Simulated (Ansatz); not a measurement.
Predict the output of the script below (the Python package of Ansatz (0.2.0)).

`run_spiral.py`:
```python
"""Frozen spin spirals in AlCo."""

from dataclasses import dataclass
import warnings

import ansatz as az
import numpy as np
import pandas as pd


@dataclass(frozen=True)
class Settings:
    ecut: int = 260
    occupations: str = "Fermi-Dirac"
    smearing_width: float = 0.1


settings = Settings()


def main() -> None:
    warnings.simplefilter("ignore", az.DeckWarning)

    xtal = (
        az.Lattice.of((2.81940321, 0.0, 0.0), (0.0, 2.81940321, 0.0), (0.0, 0.0, 2.81940321))
        .atom("Al", (0.0, 0.0, 0.0))
        .atom("Co", (0.5, 0.5, 0.5), moment=2.5, axis=(1, 0, 0))
    )
    job = (
        xtal.calculation()
        .functional(az.Functional.LDA)
        .basis(settings.ecut)
        .accuracy("medium")
        .kpoints(8)
        .occupations(settings.occupations, width=settings.smearing_width)  # smearing steadies the SCF of a metal
        .spin("noncollinear")
    )
    # q in fractions of the reciprocal vectors; the moments turn in the xy plane
    rows = []
    for q in [0, 0.05, 0.1, 0.2]:
        rep = job.spin_spiral(tuple(q * np.eye(3)[0])).run(threads=1).report
        rows.append((q, rep["free_energy_ev"], float(np.linalg.norm(rep["site_moments_nc_mub"], axis=1).max()), rep["n_kpoints"]))
    rows = [(q, 1000 * (e - rows[0][1]), m, nk) for q, e, m, nk in rows]
    print(pd.DataFrame(rows, columns=["q", "F - F(q=0) meV", "largest moment muB", "k-points"]).round(4).to_string(index=False))


if __name__ == "__main__":
    main()
```

```console
$ python run_spiral.py
RunWarning: the starting moments were not kept: the SCF closed with an absolute magnetisation of 2.1e-6 μB, where they sum to 2.5 μB in size (1 site). That is at most 0.1 of that sum. Measured as [...]
   q  F - F(q=0) meV  largest moment muB  k-points
0.00          0.0000                 0.0        35
0.05        -15.4332                 0.0        75
0.10        -22.2814                 0.0        75
0.20        -15.4332                 0.0        75
```
(Warnings from the package without file and line, shortened, repeats left out.)

Notes:
- These settings explore the input space; cutoff and mesh may be short of convergence.
- The cutoff lies under the one recommended for these potentials.
- The SCF didn't keep the moments it started from (some shrank, vanished or turned); what is printed is the state reached.
- The mesh is modest for a metal, so energies can be off by several to tens of meV an atom and pressures by half a GPa or more; differences at equal mesh fare better.
- The structure comes from a database of computed cells and needn't be a stable or known phase.
- Spirals without spin-orbit coupling; moments are free to shrink along the scan.
- The script silences the warnings on its input, which a real study should read.
- Timing: 42 s on 1 thread of Intel(R) Xeon(R) Platinum 8259CL CPU @ 2.50GHz (Skylake/Cascade Lake), with other jobs on the host, peak memory 0.46 GiB.

(Lines on the test bed's own set-up are left out of the output.)
